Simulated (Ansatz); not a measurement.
# Ge2H6 (singlet): the correlation ladder at a displaced geometry (v2), cc-pVDZ

One table from this session's results is given with a row withheld; the runs are named, their logs left out.

Program: Ansatz 0.2.0, Gaussian basis. Level of theory: cc-pVDZ, core rule «outside noble gas», up to 28 orbitals frozen. These are calculated values, not measurements.

Plan: UHF; CCSD(T) on RHF; BCCD(T) on RHF; CISD; CCSDT(Q) on RHF; CASSCF and NEVPT2, 8 electrons in 8 orbitals.

13 further runs of the same task are left out: 5 that didn't finish, 8 set aside as unsound or not needed.

### What is computed

The geometry is a PBE0/def2-TZVP stationary point (not a proven minimum) with its atoms shifted at random (size 0.100 Å). No spin-orbit coupling is included. The filled d shell of Ge may be among the frozen orbitals whatever the setting's name suggests; the logs give the count.

8 atoms, charge 0, spin multiplicity 1.

Atoms are counted from 1 here; the program's logs count them from 0.

Bond lengths: Ge1–Ge2 2.257 Å, Ge1–H3 1.549 Å, Ge1–H4 1.595 Å, Ge1–H5 1.689 Å, Ge2–H6 1.694 Å, Ge2–H7 1.470 Å, Ge2–H8 1.551 Å. Angles: Ge2–Ge1–H3 113.5°, Ge2–Ge1–H4 109.7°, Ge2–Ge1–H5 112.8°, H3–Ge1–H4 108.7°, H3–Ge1–H5 107.0°, H4–Ge1–H5 104.7°, Ge1–Ge2–H6 115.1°, Ge1–Ge2–H7 113.9°, Ge1–Ge2–H8 114.2°, H6–Ge2–H7 103.6°, H6–Ge2–H8 103.5°, H7–Ge2–H8 105.4°.

Set-up of the first run:

The input, in.yaml:

```yaml
crystal:
  periodic: [false, false, false]
  atoms:
    - {symbol: Ge, position_ang: [-1.129319, -0.006134, -0.005014]}
    - {symbol: Ge, position_ang: [1.127407, 0.011006, 0.006584]}
    - {symbol: H, position_ang: [-1.757789, 1.409174, 0.006737]}
    - {symbol: H, position_ang: [-1.666831, -0.815257, 1.260650]}
    - {symbol: H, position_ang: [-1.769937, -0.819949, -1.338644]}
    - {symbol: H, position_ang: [1.857825, -1.514915, -0.075636]}
    - {symbol: H, position_ang: [1.711947, 0.610114, 1.215136]}
    - {symbol: H, position_ang: [1.762530, 0.779681, -1.181417]}
basis:
  gaussian: {orbitals: cc-pVDZ}
magnetization: {spin_polarized: true, initial_magnetization: 0}
hamiltonian: {xc: hf}
output: {orbitals: {seedname: orbitals}}
```

Command:

```console
> ansatz run in.yaml --threads 1 --pin off --events-out ev --progress --plain --max-ram 2393MiB
```

Steps of the session up to this table: UHF; CCSD(T) on RHF; BCCD(T) on RHF; CISD; CCSDT(Q) on RHF; CASSCF and NEVPT2, 8 electrons in 8 orbitals.

One of the session's tables, all rows but one given; the rest of the session is left out.

```
         method  from RCCSDT(Q) (kJ/mol)
            RHF                   +694.7
           RMP2                   +150.9
           CISD                    +86.2
          RCCSD                    +19.2
       RCCSD(T)                        ?
        BCCD(T)                     +3.5
         RCCSDT                     +0.5
      RCCSDT(Q)                        0
CASSCF frontier                   +527.8
NEVPT2 frontier                   +142.2
```

**Question.** Estimate the row for RCCSD(T).

The run gave: from RCCSDT(Q) (kJ/mol): +3.6. In the column «from RCCSDT(Q) (kJ/mol)» it lies between BCCD(T) (+3.5) and RCCSD (+19.2).
